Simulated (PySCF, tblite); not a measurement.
# C4H8OPSi radical: geometry, infrared bands and EPR parameters

What infrared bands and EPR parameters should C4H8OPSi radical (`O=CC/C=C/[SiH]P`) show?

The runs use tblite 0.8.0 and PySCF 2.14.0, with density-fitted response routines of our own; the level of theory stands in each step. All values are computed, except where a source is named. Atoms count from 0, in the outputs and in this text.

**1. The starting structure**

15 atoms, charge 0, multiplicity 2; geometry from: force field or distance geometry start.

Bonds of the start (Å): O0–C1 1.24, C1–C2 1.49, C2–C3 1.48, C3–C4 1.34, C4–Si5 1.84, Si5–P6 2.19, C1–H7 1.09, C2–H8 1.10, C2–H9 1.11, C3–H10 1.08, C4–H11 1.09, Si5–H12 1.44, P6–H13 1.45, P6–H14 1.46.

**2. Geometry optimisation with GFN2-xTB**

The job: settings as JSON, then the geometry in Å.

```
{"job": {"kind": "relax", "xc": "GFN2-xTB", "basis": "xTB"}, "charge": 0, "multiplicity": 2}
O     -2.635100    -1.655800    -0.322100
C     -2.520700    -0.537600     0.194700
C     -1.851400     0.549900    -0.568400
C     -0.380000     0.408200    -0.500500
C      0.149800    -0.600200     0.196800
Si     1.978800    -0.795900     0.287400
P      3.030100     0.781900    -0.800200
H     -2.879100    -0.407000     1.217200
H     -2.129800     1.496400    -0.071800
H     -2.245800     0.532400    -1.608200
H      0.275900     1.103800    -1.002300
H     -0.478500    -1.329200     0.700800
H      2.420800    -2.137700     0.031000
H      4.420600     0.494600    -1.076900
H      2.840100     2.104000    -0.204900
```

Run with:

```bash
$ OMP_NUM_THREADS=1 python probes_run.py task.json out
```

The driver reads the jobs from task.json and runs them one after another.

**Question.** This job is followed by: GFN2-xTB harmonic vibrations, gas phase; UKS B3LYP, pcH-1 on C H O P Si, non-relativistic, mean-field spin-orbit, GIAO. Predict these results of the whole session: strongest single infrared mode (GFN2-xTB); zero-point energy (GFN2-xTB); g(iso) (B3LYP); ⟨S²⟩; largest a(iso) (averaged by class); surface potential, 1st and 99th percentile.

The runs gave:

```
                                 quantity                    value
strongest single infrared mode (GFN2-xTB)    1788 cm⁻¹, 478 km/mol
             zero-point energy (GFN2-xTB)            64.3 kcal/mol
                           g(iso) (B3LYP)                  2.00356
                                     ⟨S²⟩       0.756 (exact 0.75)
       largest a(iso) (averaged by class)  29Si on Si5, -422.5 MHz
    surface potential, 1st and 99th percentile       -1.54 V and 1.18 V
```

In words: The optimisation took 116 steps and gained 1.120 eV; among the close pairs (by a distance rule), P6–H14 changed most, from 1.462 to 1.386 Å. All 39 modes are real, so the xTB geometry is a minimum. The strongest single mode, at 1788 cm⁻¹, moves mainly C1 and O0. Unscaled tight-binding wavenumbers are off by several per cent, some by more. Its intensities can rank the bands wrongly. Most of the unpaired spin sits on Si5 (0.82 e). The isotropic g lies 1.2 ppt above the free-electron value.
